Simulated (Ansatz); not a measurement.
**CHFO2Sn: how energies converge with the basis set**

An exercise on one series of results from a longer session: the logs are not shown, and one member is left open.

Method: one geometry, several basis sets; program: Ansatz 0.2.0, Gaussian basis.

The runs, in order: PBE0-D4/def2-SVP; ωB97M-V/def2-SVP; PBE0-D4/def2-QZVPP; ωB97M-V/def2-QZVPP; the functionals' def2-TZVPP values are taken from earlier runs.

## The geometry

An earlier PBE0-D4 in a triple-zeta def2 set relaxation fixed the geometry. Sn takes the def2 core potential; no spin-orbit term is included.

6 atoms, charge 0, spin multiplicity 1.

Atoms are counted from 1 here; the program's logs count them from 0.

Bond lengths: O1–C2 1.148 Å, C2–O3 1.166 Å, Sn4–F5 1.967 Å, Sn4–H6 1.784 Å. Angles: O1–C2–O3 177.8°, F5–Sn4–H6 92.8°.

Geometry (Å):

```
O     1.75651   -1.53457    0.21320
C     0.95677   -0.88477    0.71915
O     0.15026   -0.24846    1.27139
Sn   -1.10118    1.56215   -0.26227
F     0.40834    0.88162   -1.32355
H    -2.12870    0.16013   -0.66402
```

The first run:

File in.yaml:

```yaml
crystal:
  periodic: [false, false, false]
  atoms:
    - {symbol: O, position_ang: [1.756512, -1.534574, 0.213202]}
    - {symbol: C, position_ang: [0.956772, -0.884772, 0.719146]}
    - {symbol: O, position_ang: [0.150261, -0.248461, 1.271387]}
    - {symbol: Sn, position_ang: [-1.101180, 1.562155, -0.262265]}
    - {symbol: F, position_ang: [0.408339, 0.881617, -1.323549]}
    - {symbol: H, position_ang: [-2.128704, 0.160135, -0.664021]}
basis:
  gaussian: {orbitals: def2-SVP}
hamiltonian: {xc: pbe0, dispersion: d4}
output: {orbitals: {seedname: orbitals}}
```

Run with:

```sh
$ ansatz run in.yaml --threads 2 --pin off --events-out ev --progress --plain --max-ram 4352MiB
```

Steps of the session up to this table: PBE0-D4 in def2-SVP; ωB97M-V in def2-SVP; PBE0-D4 in def2-QZVPP; ωB97M-V in def2-QZVPP.

One of the session's tables, all rows but one given; the rest of the session is left out.

It belongs to the step «Density functionals: the series». 

| functional | basis | HOMO (eV) | LUMO (eV) |
| --- | --- | --- | --- |
| PBE0-D4 | def2-SVP | -6.75 | -2.18 |
| PBE0-D4 | def2-TZVPP | -6.89 | -2.32 |
| PBE0-D4 | def2-QZVPP | -6.91 | -2.33 |
| ωB97M-V | def2-SVP | -8.80 | -0.28 |
| ωB97M-V | def2-TZVPP | ? | ? |
| ωB97M-V | def2-QZVPP | -9.01 | -0.58 |

Estimate the missing values for ωB97M-V, def2-TZVPP.

The run gave: HOMO (eV): -8.98; LUMO (eV): -0.53. In the column «HOMO (eV)» it lies between ωB97M-V, def2-QZVPP (-9.01) and ωB97M-V, def2-SVP (-8.80).
